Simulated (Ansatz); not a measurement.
# HfN (rocksalt): zero-pressure volume and bulk modulus with LDA

What volume and stiffness does LDA give for HfN (rocksalt)?

Method: DFT LDA, scalar-relativistic, plane waves, PAW, in Ansatz 0.2.0.

### 1 The system as given

It takes space group Fm-3m (No. 225, cubic). The conventional cell has a = 4.518 Å, b = 4.518 Å, c = 4.518 Å, α = 90.00°, β = 90.00°, γ = 90.00°. Around Hf (site symmetry m-3m) lie 6 N at 2.26 Å. N (site symmetry m-3m) is surrounded by 6 Hf at 2.26 Å.

Structure file:

```cif
data_structure
_symmetry_space_group_name_H-M 'P 1'
_symmetry_Int_Tables_number 1
_cell_length_a 3.1947
_cell_length_b 3.1947
_cell_length_c 3.1947
_cell_angle_alpha 60.000
_cell_angle_beta 60.000
_cell_angle_gamma 60.000
_cell_volume 23.06
loop_
_atom_site_label
_atom_site_type_symbol
_atom_site_fract_x
_atom_site_fract_y
_atom_site_fract_z
_atom_site_occupancy
Hf1 Hf 0.50000 0.50000 0.50000 1
N1 N 0.00000 0.00000 0.00000 1
```

An earlier run on this cell at PBE gave 5.44 GPa at 11.528 Å³/atom (10×10×10 mesh), a metal on this mesh. The cell is compressed at this level.

### 2 At the given cell

File input.yaml:

```yaml
crystal:
  lattice:
    - [0.0, 2.2590026142, 2.2590026142]
    - [2.2590026142, 0.0, 2.2590026142]
    - [2.2590026142, 2.2590026142, 0.0]
  atoms:
    - { symbol: Hf, position: [0.5, 0.5, 0.5] }
    - { symbol: "N", position: [0.0, 0.0, 0.0] }
basis:
  ecutwfc: 420
  ecutrho_ratio: 4
kpoints:
  mp_grid: { grid: [10, 10, 10] }
hamiltonian:
  xc: lda
scf:
  occupations: { method: gaussian, width: 0.05 }
output:
  forces: true
  stress: true
  eigenvalues: true
```

The run is started by

```
> ansatz run input.yaml --threads 4 --pin off --max-ram 8192MiB --backend cpu --events-out ev --progress --plain --runs-dir out
```

Further steps of the session: A step to a new volume; A step to a new volume; Volume × 0.98 of the new zero; Volume × 1.02 of the new zero; Volume × 0.96 of the new zero; Volume × 1.04 of the new zero.

**Question.** What will these runs give? Wanted: V0; B0; gap on the mesh.

**Answer**, as computed:

| quantity | value |
| --- | --- |
| V0 | 11.148 Å³/atom |
| B0 | 301 GPa |
| gap on the mesh | none (metal) |
| time in all | 4.8 s |

In words: LDA puts the minimum at 11.15 Å³/atom, -3.3 % from the cell given, which stood at 5.4 GPa under PBE, with a bulk modulus of 301 GPa. The PAW datasets were made for PBE. Spin–orbit coupling is left out, though the cell holds Hf; in elements this heavy it can shift levels and gaps by tenths of an eV. Spin polarisation wasn't allowed in this run.
